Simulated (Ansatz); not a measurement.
Write a Python script for the Python package of Ansatz (0.2.0) that makes a geometry optimisation of CH₆N₂OSn, SMILES N[C]1(O)[NH][SnH2]1. Level of theory: PBE0, def2-SVP basis, multiplicity 1, D4 dispersion.

```csv
atom,x (Å),y (Å),z (Å)
N,-0.7760,0.5816,1.2427
C,-0.3907,-0.1207,0.0579
O,-1.2226,0.0108,-1.0967
N,0.0375,-1.4477,0.3625
Sn,1.6875,-0.3341,-0.2261
H,-0.7710,1.6586,0.9922
H,-1.8060,0.4048,1.3961
H,-0.9036,0.9001,-1.4865
H,-0.2484,-2.0600,-0.4070
H,2.4706,0.5796,1.0927
H,1.9881,-0.2300,-1.9070
```

Script `run_opt.py`:
```python
"""Minimum-energy structure of CH6N2OSn."""

from dataclasses import dataclass
import itertools

import ansatz
from ase.data import atomic_numbers, covalent_radii
import numpy as np


@dataclass
class Settings:
    basis_set: str = "def2-SVP"
    xc: str = "PBE0"
    vdw: str = "d4"


settings = Settings()

GEOMETRY = """
N    -0.77600    0.58160    1.24270
C    -0.39070   -0.12070    0.05790
O    -1.22260    0.01080   -1.09670
N     0.03750   -1.44770    0.36250
Sn    1.68750   -0.33410   -0.22610
H    -0.77100    1.65860    0.99220
H    -1.80600    0.40480    1.39610
H    -0.90360    0.90010   -1.48650
H    -0.24840   -2.06000   -0.40700
H     2.47060    0.57960    1.09270
H     1.98810   -0.23000   -1.90700
"""

molecule = ansatz.Crystal.molecule()
for line in GEOMETRY.strip().splitlines():
    symbol, *xyz = line.split()
    molecule = molecule.atom(symbol, [float(v) for v in xyz])

setup = (
    molecule.calculation()
    .basis(gaussian=settings.basis_set)  # atom-centred Gaussian functions
    .functional(settings.xc, dispersion=settings.vdw)
)
symbols = [site.symbol for site in molecule.cartesian_sites]
start = np.array([site.position_ang for site in molecule.cartesian_sites], dtype=float)
def progress(event):
    if event["event"] == "relax_step":
        row = event["data"]
        print(f"step {row['step']:3d}  E = {row['lagrangian_ev']:.6f} eV  largest force component {row['allowed_force_max_ev_ang']:.4f} eV/A")


data = setup.relax(force_tolerance=0.01).session().plan().execute(on_event=progress).report
end = np.array(data["positions_ang"])

print("reference energy %16.6f eV" % data["reference_energy_ev"])
print("total energy     %16.6f eV" % data["free_energy_ev"])
print("occupied orbitals outside the frozen core (up, down):", data["n_occupied"], " frozen:", data["n_frozen"], " virtual:", data["n_virtual"])

# pairs closer than 1.2 times the sum of covalent radii, before or after
radius = [covalent_radii[atomic_numbers[s]] for s in symbols]
span = lambda where, i, j: np.linalg.norm(where[i] - where[j])
bonded = [(i, j) for i, j in itertools.combinations(range(len(symbols)), 2) if min(span(start, i, j), span(end, i, j)) < 1.2 * (radius[i] + radius[j])]
print("pair        before    after (A)")
for i, j in bonded:
    print(f"{symbols[i]}{i}-{symbols[j]}{j}".ljust(10), f"{span(start, i, j):8.4f} {span(end, i, j):8.4f}")
for first, second in list(itertools.combinations(bonded, 2)):
    shared = set(first) & set(second)
    if shared and symbols[(j := shared.pop())] != "H":
        i, k = sorted((set(first) | set(second)) - {j})
        u, v = end[i] - end[j], end[k] - end[j]
        angle = np.degrees(np.arccos(np.clip(u @ v / np.linalg.norm(u) / np.linalg.norm(v), -1, 1)))
        print(f"final angle {symbols[i]}{i}-{symbols[j]}{j}-{symbols[k]}{k}: {angle:.2f} deg")

charges = data["charge_distribution"]
dipole = np.array(charges["dipole_moment_e_ang"]) * 4.803205
print("dipole (D): {:.3f} {:.3f} {:.3f}, length {:.3f}".format(*dipole, np.linalg.norm(dipole)))
print("atom  Mulliken   Lowdin")
for symbol, m, l in zip(symbols, charges["mulliken_charges_e"], charges["lowdin_charges_e"]):
    print(f"{symbol:4s} {m:9.3f} {l:8.3f}")
```

```console
$ python run_opt.py
step   1  E = -11978.907625 eV  largest force component 2.8797 eV/A
step   2  E = -11979.355236 eV  largest force component 1.0524 eV/A
step   3  E = -11979.585516 eV  largest force component 0.5284 eV/A
step   4  E = -11979.763580 eV  largest force component 1.0097 eV/A
step   5  E = -11979.888737 eV  largest force component 2.0495 eV/A
step   6  E = -11980.061526 eV  largest force component 2.0816 eV/A
step   7  E = -11980.289491 eV  largest force component 2.8151 eV/A
step   8  E = -11980.670106 eV  largest force component 2.0051 eV/A
step   9  E = -11980.849787 eV  largest force component 1.1964 eV/A
step  10  E = -11980.997612 eV  largest force component 1.2252 eV/A
step  11  E = -11981.145689 eV  largest force component 1.5484 eV/A
step  12  E = -11981.357863 eV  largest force component 0.7725 eV/A
step  13  E = -11981.493230 eV  largest force component 0.5163 eV/A
step  14  E = -11981.595523 eV  largest force component 0.4882 eV/A
step  15  E = -11981.666451 eV  largest force component 0.8140 eV/A
step  16  E = -11981.750394 eV  largest force component 0.4803 eV/A
step  17  E = -11981.812700 eV  largest force component 0.7272 eV/A
step  18  E = -11981.817420 eV  largest force component 1.0146 eV/A
step  19  E = -11981.904575 eV  largest force component 0.4641 eV/A
step  20  E = -11981.939660 eV  largest force component 0.2155 eV/A
step  21  E = -11981.957621 eV  largest force component 0.1159 eV/A
step  22  E = -11981.826299 eV  largest force component 2.0881 eV/A
step  23  E = -11981.961259 eV  largest force component 0.0916 eV/A
step  24  E = -11981.963745 eV  largest force component 0.0530 eV/A
step  25  E = -11981.964236 eV  largest force component 0.0438 eV/A
step  26  E = -11981.964805 eV  largest force component 0.0434 eV/A
step  27  E = -11981.965200 eV  largest force component 0.0131 eV/A
step  28  E = -11981.965203 eV  largest force component 0.0135 eV/A
step  29  E = -11981.965183 eV  largest force component 0.0164 eV/A
step  30  E = -11981.965265 eV  largest force component 0.0054 eV/A
reference energy    -11981.760688 eV
total energy        -11981.965293 eV
occupied orbitals outside the frozen core (up, down): [28, 28]  frozen: 0  virtual: [84, 84]
pair        before    after (A)
N0-C1        1.4302   1.3550
N0-H5        1.1058   1.0127
N0-H6        1.0563   1.0236
C1-O2        1.4291   1.3361
C1-N3        1.4273   1.2834
C1-Sn4       2.1083   3.2142
O2-H7        1.0220   0.9654
N3-Sn4       2.0758   2.3120
N3-H8        1.0241   1.0166
Sn4-H9       1.7853   1.7744
Sn4-H10      1.7107   1.7744
final angle C1-N0-H5: 118.13 deg
final angle C1-N0-H6: 114.09 deg
final angle N0-C1-O2: 117.17 deg
final angle N0-C1-N3: 122.55 deg
final angle N0-C1-Sn4: 86.32 deg
final angle H5-N0-H6: 115.41 deg
final angle O2-C1-N3: 120.27 deg
final angle O2-C1-Sn4: 156.33 deg
final angle C1-O2-H7: 110.50 deg
final angle N3-C1-Sn4: 36.48 deg
final angle C1-N3-Sn4: 124.24 deg
final angle C1-N3-H8: 113.61 deg
final angle C1-Sn4-N3: 19.27 deg
final angle C1-Sn4-H9: 101.75 deg
final angle C1-Sn4-H10: 102.13 deg
final angle Sn4-N3-H8: 122.15 deg
final angle N3-Sn4-H9: 88.69 deg
final angle N3-Sn4-H10: 88.84 deg
final angle H9-Sn4-H10: 92.89 deg
dipole (D): -6.840 1.918 -0.532, length 7.124
atom  Mulliken   Lowdin
N       -0.167    0.197
C        0.186   -0.234
O       -0.187    0.219
N       -0.274    0.100
Sn       0.066   -0.084
H        0.148    0.028
H        0.160   -0.004
H        0.197    0.000
H        0.168    0.032
H       -0.147   -0.127
H       -0.149   -0.128
```

What to keep in mind:
- Total energies depend on the basis set; only differences at equal settings carry meaning.
- The end point is the stationary point reached from this start; no frequency run checks that it is a minimum, and the basis set is modest.
- def2 sets replace the cores of elements past krypton by effective core potentials.
- The Löwdin charges here are taken after orthogonalising the functions within each atom; they differ from plain Löwdin charges, and their signs can be unphysical.
- Total less reference energy is the dispersion correction.
- The bonding changed during the relaxation, so the end is another isomer than the start names.
- The whole script took 2.2 min on 1 thread of Intel(R) Xeon(R) 6975P-C (Granite Rapids) (shared host), peak memory 0.35 GiB.

(Lines on the test bed's own set-up are left out of the output.)
